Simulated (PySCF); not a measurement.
# SbCl (triplet) at other levels of theory

What do other methods print for SbCl (triplet)?

The runs use PySCF 2.14.0; each script names its method and basis.

2 further runs of the same task are left out: 1 for a known fault of the program, 1 that didn't finish.

## 1. The system as given

SbCl (triplet): 2 atoms, charge 0, spin multiplicity 3.

Bond lengths: Sb1–Cl2 2.685 Å.

## 2. The run that the others are compared with

File input.py:

```python
from pyscf import gto, scf, mp

mol = gto.M(
    atom='Sb 0 0 0; Cl 0 0 2.685',
    basis='lanl2dz',
    ecp={'Sb': 'lanl2dz', 'Cl': 'lanl2dz'},
    charge=0,
    spin=2,
    verbose=4,
)
mf = scf.UHF(mol)
mf.kernel()
mp.MP2(mf).kernel()
mf.dip_moment()
print('orbital energies (hartree):', [e[max(0, n-3):n+3].round(4) for e, n in zip(mf.mo_energy, mol.nelec)])
```

Run with:

```console
python input.py
```

## 3. Mn15l (UKS)

Run 1 changes functional: none (Hartree–Fock) → mn15l; SCF type: UHF → UKS; step after the SCF: mp2 → analyze.

input.py: that of step 2 with these lines changed.

```diff
@@ -1,2 +1,2 @@
-from pyscf import gto, scf, mp
+from pyscf import gto, dft
 
@@ -10,5 +10,5 @@
 )
-mf = scf.UHF(mol)
+mf = dft.UKS(mol, xc='mn15l')
 mf.kernel()
-mp.MP2(mf).kernel()
+mf.mulliken_pop()
 mf.dip_moment()
```

## 4. Blyp (UKS)

Run 2 changes functional: none (Hartree–Fock) → blyp; SCF type: UHF → UKS; step after the SCF: mp2 → analyze.

input.py: that of step 2 with these lines changed.

```diff
@@ -1,2 +1,2 @@
-from pyscf import gto, scf, mp
+from pyscf import gto, dft
 
@@ -10,5 +10,5 @@
 )
-mf = scf.UHF(mol)
+mf = dft.UKS(mol, xc='blyp')
 mf.kernel()
-mp.MP2(mf).kernel()
+mf.mulliken_pop()
 mf.dip_moment()
```

## 5. Polarisability

Run 3 changes step after the SCF: mp2 → polarizability.

input.py: that of step 2 with these lines changed.

```diff
@@ -1,2 +1,3 @@
-from pyscf import gto, scf, mp
+from pyscf import gto, scf
+from pyscf.prop.polarizability import uhf as pol
 
@@ -12,3 +13,4 @@
 mf.kernel()
-mp.MP2(mf).kernel()
+print('polarizability (a.u.)')
+print(pol.Polarizability(mf).polarizability().round(4))
 mf.dip_moment()
```

**Question.** What will these runs give? Wanted: for each run, E(SCF); from base; gap, α spin; SCF dipole; after the SCF.

As calculated:

| run | E(SCF) (hartree) | from base (eV) | cycles | gap, α spin (eV) | SCF dipole (D) | after the SCF |
| --- | --- | --- | --- | --- | --- | --- |
| base | -19.973135 | 0 | 12 | 9.40 | 5.17 | MP2 correlation -1.308 eV |
| mn15l (UKS) | -20.253074 | not comparable | 10 | 2.26 | 4.40 | n/a |
| blyp (UKS) | -20.287954 | not comparable | 11 | 1.85 | 3.68 | n/a |
| polarisability | -19.973135 | 0.0000 | 12 | 9.40 | 5.17 | n/a |

A lower total energy from another functional means nothing by itself.
